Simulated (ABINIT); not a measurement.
The system is InSb3.

```xyz
4
Lattice="4.8064 0.0000 0.0000 0.0000 4.8064 0.0000 0.0000 0.0000 4.8064" Properties=species:S:1:pos:R:3 pbc="T T T"
Sb    2.4032    2.4032    0.0000
Sb    0.0000    2.4032    2.4032
Sb    2.4032    0.0000    2.4032
In    0.0000    0.0000    0.0000
```

The cell comes from a database or a generator and needn't be the stable form of this composition.

Base run:

| Property | Result |
| --- | --- |
| Program | ABINIT 10.8.3 (patched build) |
| Functional | LDA |
| Potentials or basis | JTH PAW LDA v2.0 |
| Cutoff | 599 eV |
| k mesh | 6 × 6 × 6 |
| Occupations | fermi-dirac, width 0.05 eV |
| Spin | no spin polarisation |

Its results: band gap on the k mesh none (metal or under the smearing width); pressure -3.8 GPa.

The run is repeated on the same cell with these changes: functional from LDA to PBEsol; potentials or basis from JTH PAW LDA v2.0 to PseudoDojo NC SR PBEsol v0.4.1 standard; cutoff from 599 eV to 1088 eV. What comes out?

Band gap on the k mesh none (metal or under the smearing width); pressure -2.7 GPa.

Not every run made on this cell is shown here.
